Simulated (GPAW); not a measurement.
# Cu3O2 (I4/mmm) in GPAW: reference runs

Aim: a first look at Cu3O2 with PBE, on the cell as given and on a disturbed one.

All numbers are computed with GPAW 26.7.0; they aren't measurements. Logs are shortened: lines on timing, memory, paths and dates and some standing lists are left out, and cuts for length are marked. The log counts tension as positive stress, the text compression.

## (1) The structure

Symmetry: I4/mmm, No. 139, tetragonal system. Conventional cell: a = 4.046 Å, b = 4.046 Å, c = 7.347 Å, α = 90.00°, β = 90.00°, γ = 90.00°. Cu (site symmetry 4/mmm) has 4 O at 2.02 Å as nearest neighbours. Cu (site symmetry -4m2) has 2 O at 1.84 Å as nearest neighbours. Around O (site symmetry mmm) lie 4 Cu at 1.84 to 2.02 Å.

The cell comes from a database or a generator and needn't be the stable form of this composition.

## (2) Single point, PBE

run.py reads:

```python
from ase import Atoms
from ase.dft.bandgap import bandgap
from ase.io import write
from ase.units import GPa
from gpaw import GPAW, PW

atoms = Atoms(['Cu', 'Cu', 'Cu', 'O', 'O'],
              cell=[[-2.022982, 2.022982, 3.673617],
                    [2.022982, -2.022982, 3.673617],
                    [2.022982, 2.022982, -3.673617]],
              scaled_positions=[[0.0, 0.0, 0.0],
                                [0.75, 0.25, 0.5],
                                [0.25, 0.75, 0.5],
                                [0.5, 0.0, 0.5],
                                [0.0, 0.5, 0.5]],
              pbc=True)

calc = GPAW(mode=PW(800),
            xc='PBE',
            kpts={'size': (9, 9, 9), 'gamma': True},
            occupations={'name': 'fermi-dirac', 'width': 0.05},
            nbands=42,
            convergence={'density': 1e-05, 'energy': 1e-05},
            maxiter=150,
            txt='gpaw.txt')
atoms.calc = calc
energy = atoms.get_potential_energy()
forces = atoms.get_forces()
stress = atoms.get_stress()
calc.write('gs.gpw')
write('result.traj', atoms)
print(f'Energy: {energy:.6f} eV')
print('Forces (eV/A):')
print(forces.round(4))
print('Stress (GPa):', (stress / GPa).round(3))
print('Fermi level:', round(calc.get_fermi_level(), 4), 'eV')
print(f'Gap: {bandgap(calc)[0]:.4f} eV, direct: {bandgap(calc, direct=True)[0]:.4f} eV')
```

Potentials or basis: GPAW PAW data sets (gpaw-data 1.2.1), pw.

On the command line:

```bash
$ OMP_NUM_THREADS=1 python run.py
```

gpaw.txt:

```text
__  _  _
 | _ |_)|_||  |
 |__||  | ||/\| - 26.7.0

Input parameters:
  mode=PW(ecut=800.0),
  convergence={'density': 1e-05, 'energy': 1e-05},
  kpts=MonkhorstPack(size=(9, 9, 9), gamma=True),
  maxiter=150,
  nbands=42,
  occupations=Occupations(name='fermi-dirac', width=0.05),
  xc=XC(name='PBE')

Diagonalizing LCAO Hamiltonian
Converting LCAO to pw mode

         Cu
            Cu
         O
       Cu   O

Atoms  # Å, Bohr magnetons
|   | symbol |        x |        y |        z |    initial magnetic moments |
|---|--------|----------|----------|----------|-----------------------------|
| 0 |     Cu | 0.000000 | 0.000000 | 0.000000 | ( 0.0000,  0.0000,  0.0000) |
| 1 |     Cu | 0.000000 | 2.022982 | 1.836809 | ( 0.0000,  0.0000,  0.0000) |
| 2 |     Cu | 2.022982 | 0.000000 | 1.836809 | ( 0.0000,  0.0000,  0.0000) |
| 3 |      O | 0.000000 | 2.022982 | 0.000000 | ( 0.0000,  0.0000,  0.0000) |
| 4 |      O | 2.022982 | 0.000000 | 0.000000 | ( 0.0000,  0.0000,  0.0000) |

Unit cell  # Å
| periodic |         x |         y |         z |  lengths |     angles |
|----------|-----------|-----------|-----------|----------|------------|
|      yes | -2.022982 |  2.022982 |  3.673617 | 4.656219 | 128.497000 |
|      yes |  2.022982 | -2.022982 |  3.673617 | 4.656219 | 128.497000 |
|      yes |  2.022982 |  2.022982 | -3.673617 | 4.656219 |  75.821280 |

Number of symmetries: 16
Symmetry operations  # r_c * U_cc + t_c -> r_c
|    | kind |            matrix            |
|----|------|------------------------------|
|  0 |  σ   |  1, 1, 1,  0, 0,-1,  0,-1, 0 |
|  1 |  C4  |  1, 1, 1,  0, 0,-1, -1, 0, 0 |
|  2 |  E   |  1, 0, 0,  0, 1, 0,  0, 0, 1 |
|  3 |  σ   |  1, 0, 0,  0, 1, 0, -1,-1,-1 |
|  4 |  σ   |  0, 1, 0,  1, 0, 0,  0, 0, 1 |
|  5 |  C2  |  0, 1, 0,  1, 0, 0, -1,-1,-1 |
|  6 |  C2  |  0, 0, 1, -1,-1,-1,  1, 0, 0 |
|  7 |  S4  |  0, 0, 1, -1,-1,-1,  0, 1, 0 |
|  8 |  C4  |  0, 0,-1,  1, 1, 1,  0,-1, 0 |
|  9 |  σ   |  0, 0,-1,  1, 1, 1, -1, 0, 0 |
| 10 |  σ   |  0,-1, 0, -1, 0, 0,  1, 1, 1 |
| 11 |  C2  |  0,-1, 0, -1, 0, 0,  0, 0,-1 |
| 12 |  C2  | -1, 0, 0,  0,-1, 0,  1, 1, 1 |
| 13 |  i   | -1, 0, 0,  0,-1, 0,  0, 0,-1 |
| 14 |  S4  | -1,-1,-1,  0, 0, 1,  1, 0, 0 |
| 15 |  C2  | -1,-1,-1,  0, 0, 1,  0, 1, 0 |

BZ-sampling:
  Number of BZ points: 729
  Number of IBZ points: 75

  Monkhorst-Pack size: [9, 9, 9]
  Monkhorst-Pack shift: [0, 0, 0]

K-points  # in reciprocal-cell coordinates
|     |                                coordinates |     weight |
|-----|--------------------------------------------|------------|
|   0 | (  0.00000000,   0.00000000,   0.00000000) | 0.00137174 |
|   1 | (  0.11111111,  -0.11111111,   0.00000000) | 0.00548697 |
|   2 | (  0.11111111,  -0.11111111,   0.11111111) | 0.00548697 |
|   3 | (  0.11111111,   0.00000000,   0.00000000) | 0.01097394 |
|   4 | (  0.11111111,   0.11111111,  -0.11111111) | 0.00274348 |
|   5 | (  0.22222222,  -0.22222222,   0.00000000) | 0.00548697 |
|   6 | (  0.22222222,  -0.22222222,   0.11111111) | 0.01097394 |
|   7 | (  0.22222222,  -0.22222222,   0.22222222) | 0.00548697 |
|   8 | (  0.22222222,  -0.11111111,   0.00000000) | 0.02194787 |
|   9 | (  0.22222222,  -0.11111111,   0.11111111) | 0.01097394 |
| ... |                                            |            |
|  74 | (  0.44444444,   0.44444444,   0.44444444) | 0.01097394 |

Plane wave coefficients: 3106
Cutoff: 800.0 eV

Spin-components: 1 (collinear spins)
Bands:           42
Projectors:      28
Spin-degeneracy: 2
Datatype:        complex128

Parallelization:
  kpt:    1
  domain: 1
  band:   1

Density:
  Valence electrons: 45.0
  Components: 1
  Grid points: [32 32 32]
  Charge: 0.0  # |e|

Potential:
  Grid points: [32 32 32]

species:
  Cu:
    name:    Copper
    Z:       29.0
    valence: 11
    core:    18
    charge:  0.0  # [|e|]
    compensation charges:
      type: gauss
      rc: 0.33  # [Å]
      lmax: 2
    cutoffs:
      filter: 2.06  # [Å]
      core: 2.43  # [Å]
    projectors
    | kind |    occ | energy [eV] | rcut [Å] |
    |------|--------|-------------|----------|
    |   4s |  1.000 |      -4.609 |    1.164 |
    |   4p |  0.000 |      -0.698 |    1.164 |
    |   3d | 10.000 |      -5.039 |    1.058 |
    |    s |        |      22.603 |    1.164 |
    |    p |        |      26.513 |    1.164 |
    |    d |        |      22.172 |    1.058 |

    Using partial waves for Cu as LCAO basis

  O:
    name:    Oxygen
    Z:       8.0
    valence: 6
    core:    2
    charge:  0.0  # [|e|]
    compensation charges:
      type: gauss
      rc: 0.21  # [Å]
      lmax: 2
    cutoffs:
      filter: 1.17  # [Å]
      core: 0.83  # [Å]
    projectors
    | kind |    occ | energy [eV] | rcut [Å] |
    |------|--------|-------------|----------|
    |   2s |  2.000 |     -23.961 |    0.688 |
    |   2p |  4.000 |      -9.029 |    0.598 |
    |    s |        |       3.251 |    0.688 |
    |    p |        |      18.182 |    0.598 |
    |    d |        |       0.000 |    0.619 |

    Using partial waves for O as LCAO basis

Reference energy: -139146.060126  # eV

eigensolver:
  PPCG
  Converge bands: occupied
  niter=2

density mixing:
  MSR1-Mixer
  Pratt-step length: 0.05
  Maximum mixing coefficient: 0.75
  Old densities: 10
  SVD Regularization: 0.005
  Good broyden scale: 1.0
  Trust region scale: 1.0
  Backstep threshold: 4.0
  History deletion threshold: 6.0
  Fourier metric: weight=20.0, sigma=0.015

occupation numbers:
  Fermi-Dirac:
    width: 0.0500  # eV

poisson solver:
  ecut: 6400.0  # eV

xc functional:
  name: PBE with 2 nearest neighbor stencil

convergence criteria:
[... 6 lines left out ...]
|iter     | |      energy | eigst |  dens |
|---------|-|-------------|-------|-------|
|iter:   1| |  -29.990868 | +0.44 |       |
|iter:   2| |  -27.181846 | -1.56 | -0.91 |
|iter:   3| |  -23.237524 | -1.04 | -1.01 |
|iter:   4| |  -23.197635 | -2.07 | -1.51 |
|iter:   5| |  -22.971371 | -2.56 | -1.55 |
|iter:   6| |  -22.931404 | -3.29 | -1.82 |
|iter:   7| |  -22.928327 | -3.94 | -2.36 |
|iter:   8| |  -22.928150 | -5.16 | -2.93 |
|iter:   9| |  -22.928135c| -5.82 | -3.26 |
|iter:  10| |  -22.928133c| -7.08 | -4.07 |
|iter:  11| |  -22.928133c| -8.12c| -4.47 |
|iter:  12| |  -22.928133c| -8.12c| -5.23c|

Converged in 12 steps
Energy contributions relative to reference atoms: (reference = -139146.060126)

Energy contributions:
  Kinetic:         -10.873871
  Coulomb:           2.889629
  Zero:              0.712672
  External:          0.000000
  Xc:              -15.648382
  Entropy:          -0.016362
  Spinorbit:         0.000000
  ----------------------------
  Free energy:     -22.936314
  Extrapolated:    -22.928133

dipole moment: (-4.372747, -4.372747, -28.567654)  # |e|*Ang

Fermi level: 5.013
Eigenvalues  # (at kpt = [0.000, 0.000, 0.000])
| band index |      eig [eV] | occ [0-2] |
|------------|---------------|-----------|
|          0 |       -14.088 |     2.000 |
|        ... |               |           |
|         14 |         2.816 |     2.000 |
|         15 |         2.899 |     2.000 |
|         16 |         3.125 |     2.000 |
|         17 |         3.125 |     2.000 |
|         18 |         3.387 |     2.000 |
|         19 |         3.548 |     2.000 |
|         20 |         4.224 |     2.000 |
|         21 |         4.224 |     2.000 |
|         22 |         5.418 |     0.001 |
|         23 |         5.495 |     0.000 |
|         24 |        10.200 |     0.000 |
|         25 |        10.200 |     0.000 |
|         26 |        11.974 |     0.000 |
|         27 |        12.283 |     0.000 |
|         28 |        16.015 |     0.000 |
|         29 |        16.252 |     0.000 |
|        ... |               |           |
|         41 |        28.794 |     0.000 |

No gap
No difference between direct/indirect transitions

Forces  # eV/Ang
|        x |        y |        z |
|----------|----------|----------|
| -0.00000 |  0.00000 | -0.00000 |  # Cu   0
|  0.00000 | -0.00000 |  0.00000 |  # Cu   1
|  0.00000 | -0.00000 | -0.00000 |  # Cu   2
|  0.00000 |  0.00000 |  0.00000 |  # O    3
|  0.00000 |  0.00000 | -0.00000 |  # O    4

Stress tensor  # eV/Ang^3
|         x |         y |         z |
|-----------|-----------|-----------|
| -0.009896 |  0.000000 | -0.000000 |
|  0.000000 | -0.009896 | -0.000000 |
| -0.000000 | -0.000000 | -0.030923 |

# Writing to gs.gpw (mode='')
```

Run time: 2.6 min. Hardware: 1 thread of AMD EPYC 7B13 (Zen 3), shared host; peak memory 0.39 GiB.

What came out:

```yaml
Free_energy: -22.9363 eV
Pressure: 2.7 GPa
Band_gap_on_the_k_mesh: none (metal or under the smearing width)
```

Caveat: with this Cu data set, volumes or pressures lay over 1.5 % or 2 GPa off other programs in two to four cells of ten; an odd number of electrons without spin polarisation forces a metal; a magnetic or distorted state may lie lower; the run has no spin polarisation, though such a crystal can be magnetic; semilocal functionals often make such compounds metallic where correlation or magnetic order opens a gap, which also shifts bond lengths. With open d or f shells a metallic result of PBE can be an artefact of self-interaction; +U or a hybrid may open a gap.

## (3) Single point, PBE (atoms moved at random, drawn with an rms of 0.05 Å)

Changes to run.py since step 2:

```diff
@@ -1,4 +1,3 @@
-from ase import Atoms
 from ase.dft.bandgap import bandgap
-from ase.io import write
+from ase.io import read, write
 from ase.units import GPa
@@ -6,12 +5,3 @@
 
-atoms = Atoms(['Cu', 'Cu', 'Cu', 'O', 'O'],
-              cell=[[-2.022982, 2.022982, 3.673617],
-                    [2.022982, -2.022982, 3.673617],
-                    [2.022982, 2.022982, -3.673617]],
-              scaled_positions=[[0.0, 0.0, 0.0],
-                                [0.75, 0.25, 0.5],
-                                [0.25, 0.75, 0.5],
-                                [0.5, 0.0, 0.5],
-                                [0.0, 0.5, 0.5]],
-              pbc=True)
+atoms = read('POSCAR')
```

POSCAR reads:

```
Cu3O2
1.0
   -2.0229820000      2.0229820000      3.6736170000
    2.0229820000     -2.0229820000      3.6736170000
    2.0229820000      2.0229820000     -3.6736170000
Cu O
3 2
Direct
    0.0086460000      0.0141220000      0.0238240000
    0.7304760000      0.2477990000      0.4882090000
    0.2634050000      0.7571750000      0.5091040000
    0.5049290000     -0.0037260000      0.5010080000
    0.0084640000      0.5030830000      0.5001970000
```

Potentials or basis: GPAW PAW data sets (gpaw-data 1.2.1), pw.

On the command line:

```bash
$ OMP_NUM_THREADS=1 python run.py
```

Wall time 15 min (1 thread of Intel Xeon at 2.80GHz (Skylake/Cascade Lake), shared host); peak memory 1.2 GiB.

It converged, with:

* Free energy: -22.8449 eV
* Pressure: 3.6 GPa
* Largest force: 1.448 eV/Å
* Band gap on the k mesh: none (metal or under the smearing width)

Forces on the atoms (eV/Å):
```
Cu  -0.666 -0.263  0.016
Cu   0.027  0.181  1.436
Cu   0.040 -0.044 -0.738
O    0.035  0.138  0.036
O    0.565 -0.012 -0.751
```

Stress tensor (GPa, compression positive):
```
 1.39 -0.09  0.13
-0.09  2.78  0.15
 0.13  0.15  6.50
```

Levels at points of the mesh, in eV from the Fermi level:
```
           k point  band 21  band 22  band 23  band 24  band 25  band 26
(0.00, 0.00, 0.00)    -0.82    -0.77     0.38     0.49     5.16     5.20
```

Caveat: with this Cu data set, volumes or pressures lay over 1.5 % or 2 GPa off other programs in two to four cells of ten; an odd number of electrons without spin polarisation forces a metal; a magnetic or distorted state may lie lower; the run has no spin polarisation, though such a crystal can be magnetic; semilocal functionals often make such compounds metallic where correlation or magnetic order opens a gap, which also shifts bond lengths.
